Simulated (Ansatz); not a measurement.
# NaSrTiBiO6: the cost of one run

Method: DFT PBE+U, scalar-relativistic, plane waves, PAW, in Ansatz 0.2.0.

## 1. The structure to begin with

Symmetry: F-43m, No. 216, cubic system. The conventional cell has a = 8.125 Å, b = 8.125 Å, c = 8.125 Å, α = 90.00°, β = 90.00°, γ = 90.00°. Na (site symmetry -43m) has 12 O at 2.87 Å as nearest neighbours. Sr (site symmetry -43m) is surrounded by 12 O at 2.87 Å. Around Ti (site symmetry -43m) lie 6 O at 1.96 Å. Bi (site symmetry -43m) has 6 O at 2.10 Å as nearest neighbours. Around O (site symmetry 2mm) lie 1 Ti at 1.96 Å and 1 Bi at 2.10 Å.

Structure file:

```
CELL_PARAMETERS angstrom
0.00000 4.06271 4.06271
4.06271 0.00000 4.06271
4.06271 4.06271 0.00000
ATOMIC_POSITIONS crystal
Na 0.25000 0.25000 0.25000
Sr 0.75000 0.75000 0.75000
Ti 0.50000 0.50000 0.50000
Bi 0.00000 0.00000 0.00000
O 0.74134 0.25866 0.25866
O 0.25866 0.74134 0.74134
O 0.74134 0.74134 0.25866
O 0.25866 0.25866 0.74134
O 0.25866 0.74134 0.25866
O 0.74134 0.25866 0.74134
```

The structure comes from the Materials Project (structure only).

## 2. The base run

Input file input.yaml:

```yaml
crystal:
  lattice:
    - [0.0, 4.06270878, 4.06270878]
    - [4.06270878, 0.0, 4.06270878]
    - [4.06270878, 4.06270878, 0.0]
  atoms:
    - { symbol: Na, position: [0.25, 0.25, 0.25] }
    - { symbol: Sr, position: [0.75, 0.75, 0.75] }
    - { symbol: Ti, position: [0.5, 0.5, 0.5] }
    - { symbol: Bi, position: [0.0, 0.0, 0.0] }
    - { symbol: O, position: [0.74133935, 0.25866065, 0.25866065] }
    - { symbol: O, position: [0.25866065, 0.74133935, 0.74133935] }
    - { symbol: O, position: [0.74133935, 0.74133935, 0.25866065] }
    - { symbol: O, position: [0.25866065, 0.25866065, 0.74133935] }
    - { symbol: O, position: [0.25866065, 0.74133935, 0.25866065] }
    - { symbol: O, position: [0.74133935, 0.25866065, 0.74133935] }
basis:
  ecutwfc: 420
  fft_grid_basis: typed
kpoints:
  mp_grid: { grid: [6, 6, 6] }
hamiltonian:
  xc: pbe
  hubbard: { sites: [{ species: Ti, l: d, u_eff: 4.0 }] }
scf:
  occupations: { method: gaussian, width: 0.05 }
output:
  forces: true
  stress: true
  eigenvalues: true
  bader: true
  write_density: true
  volumetric_format: npy
  elf: true
```

The run is started by

```
$ ansatz run input.yaml --threads 2 --pin off --max-ram 4096MiB --backend cpu --events-out ev --progress --plain --runs-dir out
```

Q: Estimate wall time and peak memory on 2 threads of Arm Neoverse N1, shared host.

About 72 s, with a peak of 0.54 GiB.
